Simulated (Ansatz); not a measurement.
The system is MgVCl2O.

```xyz
5
Lattice="6.6203 -1.9616 0.0000 6.6203 1.9616 0.0000 -1.3957 0.0000 4.0863" Properties=species:S:1:pos:R:3 pbc="T T T"
V    -1.3467    0.0000    3.9983
Cl    8.1890    0.0000    0.4558
Cl    3.6881    0.0000    3.4590
Mg    5.8491    0.0000    1.9060
O    12.5280    0.0000    1.9353
```

The cell comes from a database or a generator and needn't be the stable form of this composition.

Base run:

- Program: Ansatz 0.2.0
- Functional: PBE
- Potentials or basis: Ansatz PAW
- Cutoff: 420 eV (not typed: the program's choice for these potentials)
- k mesh: 7 × 7 × 7
- Occupations: fermi-dirac, width 0.05 eV
- Spin: no spin polarisation

Its results: band gap on the k mesh none (metal or under the smearing width); pressure -4.6 GPa; largest force 0.386 eV/Å.

Task: The run is repeated on the same cell with these changes: spin from no spin polarisation to collinear spin, ferromagnetic start. What comes out?

Result: Band gap on the k mesh 0.52 eV, indirect (least direct gap 0.65 eV); pressure -1.8 GPa; net moment 3.00 μB per cell; site moments V +2.18; Cl +0.00; Mg +0.00; O +0.05 μB; largest force 0.304 eV/Å.

Caveats: an odd number of electrons without spin polarisation forces a metal (some runs); a magnetic or distorted state may lie lower (some runs); semilocal functionals often make such compounds metallic where correlation or magnetic order opens a gap, which also shifts bond lengths (some runs); odd divisions of the mesh miss points on the zone boundary, where band edges often lie, so the gap on the mesh can be too wide (some runs).

A k mesh can miss the band edges.
